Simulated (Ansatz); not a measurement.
# LiHF2: the cost of one run

Method: DFT LDA, scalar-relativistic, plane waves, PAW, in Ansatz 0.2.0.

## Step 1: The starting structure

The structure is trigonal, space group R-3m (No. 166). The conventional cell has a = 2.886 Å, b = 2.886 Å, c = 12.989 Å, α = 90.00°, β = 90.00°, γ = 120.00°. Li (site symmetry -3m) is surrounded by 6 F at 1.96 Å. H (site symmetry -3m) is surrounded by 2 F at 1.14 Å. F (site symmetry 3m) has 1 H at 1.14 Å as nearest neighbours.

As a file:

```
CELL_PARAMETERS angstrom
1.44279 0.83299 4.32961
-1.44279 0.83299 4.32961
0.00000 -1.66599 4.32961
ATOMIC_POSITIONS crystal
Li 0.00000 0.00000 0.00000
H 0.50000 0.50000 0.50000
F 0.41251 0.41251 0.41251
F 0.58749 0.58749 0.58749
```

It goes back to an entry of the Materials Project, which need not be the stable form.

It is the result of an earlier relaxation at this level (volume 7.81 Å³/atom; gap on the mesh: 8.26 eV).

## Step 2: The reference cell

Reference values: F = -1808.7788 eV; pressure -0.04 GPa; largest force 0.000 eV/Å; gap on the mesh 8.26 eV. It was computed beforehand with the settings of the runs below.

## Step 3: Next: a strain scan

The cell is strained by ε times the Voigt pattern (0, 0, 1, 0, 0, 0) (xx, yy, zz, yz, xz, xy; engineering shear), with fractional coordinates fixed (clamped ions). The stress on the pattern is the sum of the stress components weighted by it, tension positive.

## Step 4: At ε = -0.1000

input.yaml reads:

```yaml
crystal:
  lattice:
    - [1.4427881604, 0.8329941328, 3.8966499307]
    - [-1.4427881604, 0.8329941328, 3.8966499307]
    - [0.0, -1.6659882656, 3.8966499307]
  atoms:
    - { symbol: Li, position: [0.0, 0.0, 0.0] }
    - { symbol: H, position: [0.5, 0.5, 0.5] }
    - { symbol: F, position: [0.4125119035, 0.4125119035, 0.4125119035] }
    - { symbol: F, position: [0.5874880965, 0.5874880965, 0.5874880965] }
basis:
  ecutwfc: 420
kpoints:
  mp_grid: { grid: [9, 9, 9] }
hamiltonian:
  xc: lda
scf:
  occupations: { method: gaussian, width: 0.05 }
output:
  forces: true
  stress: true
  eigenvalues: true
```

Q: Estimate wall time and peak memory on 1 thread of an Arm CPU, shared host.

About 1.9 s, with a peak of 0.29 GiB.
